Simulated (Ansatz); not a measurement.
**AlGaHO+ (singlet): the correlation ladder, cc-pVDZ**

How much of the correlation energy of AlGaHO+ (singlet) does each wave-function method recover here?

Computed with Ansatz 0.2.0, Gaussian basis. Level: cc-pVDZ, core rule «outside noble gas», up to 20 orbitals frozen.

The runs, in order: UHF; CCSD(T) on RHF; BCCD(T) on RHF; CISD; CCSDT(Q) on RHF; CASSCF and MRCISD+Q, 8 electrons in 8 orbitals; CASSCF and NEVPT2, 8 electrons in 8 orbitals.

23 further runs of the same task are left out: 3 for a known fault of the program, 8 that didn't finish, 12 set aside as unsound or not needed.

## 1. What is computed

The geometry is a PBE0/def2-TZVP stationary point (not a proven minimum) of the parent state, kept for this charge and spin. No spin-orbit coupling is included. The filled d shell of Ga may be among the frozen orbitals whatever the setting's name suggests; the logs give the count.

4 atoms, charge 1, spin multiplicity 1.

Atoms are counted from 1 here; the program's logs count them from 0.

Bond lengths: Al1–Ga2 2.683 Å, Ga2–O3 1.754 Å, O3–H4 0.952 Å. Angles: Al1–Ga2–O3 180.0°, Ga2–O3–H4 180.0°.

## 2. UHF

in.yaml

```yaml
crystal:
  periodic: [false, false, false]
  atoms:
    - {symbol: Al, position_ang: [0.000000, 0.000000, -3.127100]}
    - {symbol: Ga, position_ang: [0.000000, 0.000000, -0.444100]}
    - {symbol: O, position_ang: [0.000000, 0.000000, 1.309800]}
    - {symbol: H, position_ang: [0.000000, 0.000000, 2.261400]}
basis:
  gaussian: {orbitals: cc-pVDZ}
total_charge: 1
magnetization: {spin_polarized: true, initial_magnetization: 0}
hamiltonian: {xc: hf}
output: {orbitals: {seedname: orbitals}}
```

On the command line:

```bash
$ ansatz run in.yaml --threads 1 --pin off --events-out ev --progress --plain --max-ram 2393MiB
```

The runs that follow: CCSD(T) on RHF; BCCD(T) on RHF; CISD; CCSDT(Q) on RHF; CASSCF and MRCISD+Q, 8 electrons in 8 orbitals; CASSCF and NEVPT2, 8 electrons in 8 orbitals.

**Question.** What will the summary of the whole plan be? Wanted: RCCSDT(Q) below the RHF energy; RMP2 from RCCSDT(Q); RCCSD from RCCSDT(Q); RCCSD(T) from RCCSDT(Q); MRCISD+Q frontier from RCCSDT(Q); T1 diagnostic.

The runs gave:

| quantity | value |
| --- | --- |
| RCCSDT(Q) below the RHF energy | -8.3414 eV |
| RMP2 from RCCSDT(Q) | +949.9 meV |
| RCCSD from RCCSDT(Q) | +272.4 meV |
| RCCSD(T) from RCCSDT(Q) | +52.6 meV |
| MRCISD+Q frontier from RCCSDT(Q) | +31.5 meV |
| levels within 1 kcal/mol (43 meV) | RCCSDT, MRCISD+Q frontier |
| T1 diagnostic | 0.024 |

RCCSD(T) lands +52.6 meV from the yardstick (0.6 % of the correlation energy). These misses are within one basis, not against nature.
